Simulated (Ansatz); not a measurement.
Task: a convergence test of the plane-wave cutoff of Sc₂Al, space group P6_3/mmc, with Ansatz's Python interface. Give the script and its output. Use (first run): PBEsol, PAW, cutoff 300 eV, 6×6×4 k-points, Fermi-Dirac smearing of 0.1 eV. The script varies cutoff (eV): 300, 350, 400, 450.

`POSCAR`
```text
Sc2Al
1.0
   4.89261140    0.00000000    0.00000000
  -2.44630570    4.23712576    0.00000000
   0.00000000    0.00000000    6.16142057
Sc Al
4 2
Direct
   0.00000000    0.00000000    0.00000000
   0.00000000    0.00000000    0.50000000
   0.33333333    0.66666667    0.75000000
   0.66666667    0.33333333    0.25000000
   0.33333333    0.66666667    0.25000000
   0.66666667    0.33333333    0.75000000
```

Script `ecut_sc2al.py`:
```python
import argparse

import ansatz as az
from ase.io import read

parser = argparse.ArgumentParser(description="Convergence of Sc2Al with the plane-wave cutoff.")
parser.add_argument("--xc", required=True, help="exchange-correlation functional")
parser.add_argument("--kmesh", type=int, nargs=3, default=[6, 6, 4], help="k-point sampling")
parser.add_argument("--occupations", default="fermi_dirac", help="how the bands are filled")
args = parser.parse_args()


def main() -> None:
    atoms = read("POSCAR", format="vasp")
    crystal = az.Crystal.from_ase(atoms)

    job = (
        crystal.calculation()
        .functional(args.xc)
        .kpoints(mesh=args.kmesh)
        .occupations(args.occupations)
        .forces()
        .stress()
    )

    rows = []
    for value in [300, 350, 400, 450]:
        rep = job.basis(value).run().report
        rows.append((value, rep["free_energy_ev"] / len(rep["lattice"]["sites"]), rep["n_iterations"], sum(rep["stress_gpa"][i][i] for i in range(3)) / 3, max(abs(f) for row in rep["forces_ev_ang"] for f in row), rep["n_pw"]))

    print(" cutoff (eV)   F/atom (eV)    iterations       P (GPa)  max component (eV/A)   plane waves")
    for row in rows:
        print(f"{str(row[0]):>12s}  {row[1]:12.5f}  {row[2]:12d}  {row[3]:12.3f}  {row[4]:20.4f}  {row[5]:12d}")

    for row in rows[:-1]:
        shift = 1000 * (row[1] - rows[-1][1])
        print(f"{row[0]}: {shift:+.2f} meV/atom" + ("  (within 5 meV)" if abs(shift) < 5 else ""))


if __name__ == "__main__":
    main()
```

```console
$ python ecut_sc2al.py --xc pbesol
DeckWarning: basis.ecutwfc = 300 eV is below the records' recommended 420 eV, and the density's cutoff is lower with it unless basis.ecutrho_ratio is high enough to keep the records' density cutoff: compare with a run at a higher cutoff
DeckWarning: basis.ecutwfc = 350 eV is below the records' recommended 420 eV, and the density's cutoff is lower with it unless basis.ecutrho_ratio is high enough to keep the records' density cutoff: compare with a run at a higher cutoff
DeckWarning: basis.ecutwfc = 400 eV is below the records' recommended 420 eV, and the density's cutoff is lower with it unless basis.ecutrho_ratio is high enough to keep the records' density cutoff: compare with a run at a higher cutoff
 cutoff (eV)   F/atom (eV)    iterations       P (GPa)  max component (eV/A)   plane waves
         300   -1582.77001             6        -1.951                0.0000          1481
         350   -1582.79698             6        -1.997                0.0000          1885
         400   -1582.79974             6        -2.012                0.0000          2271
         450   -1582.80025             6        -2.015                0.0000          2763
300: +30.24 meV/atom
350: +3.27 meV/atom  (within 5 meV)
400: +0.51 meV/atom  (within 5 meV)
```
(Warnings from the package without file and line.)

From 350 eV on it stays within 5 meV an atom of the value at 450 eV; the first row (300 eV) is off by 30.2 meV and the last but one by 0.51 meV. The energy falls steadily, as expected when plane waves are added. The pressure moves from -1.95 to -2.01 GPa (the program's stress holds a Pulay correction, so it settles early). The last run costs about 1.8 times the first.

Reading the output:
- The run is spin-unpolarised.
- For a metal this k-point mesh is coarse: on a finer one energies can move by several to tens of meV an atom and pressures by half a GPa or more, differences at one mesh by less.
- Forces vanish by symmetry here and test nothing.
- Pressure is positive in compression.
- The structure comes from a database of computed cells and needn't be a stable or known phase.
- Shifts are counted from the last row, which is itself no proven limit.
- It ran for 16 s on 1 thread of Arm Neoverse V2, on a shared host, peak memory 0.52 GiB.
